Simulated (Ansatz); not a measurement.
**GeNH3+ (doublet): from Hartree-Fock to the top rungs, cc-pVTZ**

The task here is to estimate one member of a computed series from the others.

Program: Ansatz 0.2.0, Gaussian basis. Level of theory: cc-pVTZ, core rule «outside noble gas», up to 15 orbitals frozen. These are calculated values, not measurements.

To be run: UHF; CCSD(T) on ROHF; CCSD(T) on UHF; BCCD(T) on ROHF; CCSDT(Q) on ROHF; CCSDT(Q) on UHF.

5 further runs of the same task are left out: 2 for a known fault of the program, 3 set aside as unsound or not needed.

## The geometry

The geometry is a PBE0/def2-TZVP stationary point (not a proven minimum) of the parent state, kept for this charge and spin. No spin-orbit coupling is included. The filled d shell of Ge may be among the frozen orbitals whatever the setting's name suggests; the logs give the count.

5 atoms, charge 1, spin multiplicity 2.

Atoms are counted from 1 here; the program's logs count them from 0.

Bond lengths: Ge1–N2 1.703 Å, Ge1–H3 1.543 Å, Ge1–H4 1.529 Å, N2–H5 1.020 Å. Angles: N2–Ge1–H3 128.8°, N2–Ge1–H4 117.8°, H3–Ge1–H4 113.4°, Ge1–N2–H5 110.9°.

Set-up of the first run:

in.yaml reads:

```yaml
crystal:
  periodic: [false, false, false]
  atoms:
    - {symbol: Ge, position_ang: [0.000000, 0.013551, 0.270262]}
    - {symbol: N, position_ang: [0.000000, -0.128473, -1.427255]}
    - {symbol: H, position_ang: [0.000000, 1.292635, 1.132552]}
    - {symbol: H, position_ang: [0.000000, -1.274515, 1.094008]}
    - {symbol: H, position_ang: [0.000000, 0.790573, -1.870085]}
basis:
  gaussian: {orbitals: cc-pVTZ}
total_charge: 1
magnetization: {spin_polarized: true, initial_magnetization: 1}
hamiltonian: {xc: hf}
output: {orbitals: {seedname: orbitals}}
```

Started as:

```sh
$ ansatz run in.yaml --threads 1 --pin off --events-out ev --progress --plain --max-ram 2816MiB --backend cpu
```

Among the steps run: UHF; CCSD(T) on ROHF; CCSD(T) on UHF; BCCD(T) on ROHF; CCSDT(Q) on ROHF; CCSDT(Q) on UHF.

One of the session's tables, all rows but one given; the rest of the session is left out.

| method | from UCCSDT(Q) (kJ/mol) |
| --- | --- |
| ROHF | +800.6 |
| UHF | +790.1 |
| RMP2 | +105.1 |
| UMP2 | +106.6 |
| RCCSD | +28.3 |
| UCCSD | +28.0 |
| RCCSD(T) | +3.6 |
| UCCSD(T) | +3.5 |
| BCCD(T) | +3.6 |
| RCCSDT | +1.3 |
| UCCSDT | ? |
| RCCSDT(Q) | +0.2 |
| UCCSDT(Q) | 0 |

Estimate the missing values for UCCSDT.

As computed: from UCCSDT(Q) (kJ/mol): +1.1. In the column «from UCCSDT(Q) (kJ/mol)» it lies between RCCSDT(Q) (+0.2) and RCCSDT (+1.3).

Among the levels timed on like hardware and quicker than the yardstick, those that no quicker one beats, quickest first: RCCSD(T) (17 s, +3.6 kJ/mol); BCCD(T) (17 s, +3.6 kJ/mol); UCCSD(T) (21 s, +3.5 kJ/mol).

Caveats from the session: Restricted and unrestricted rows rest on different reference determinants; where their highest levels disagree by more than a few hundredths of an eV, they describe different states and don't form one ladder.
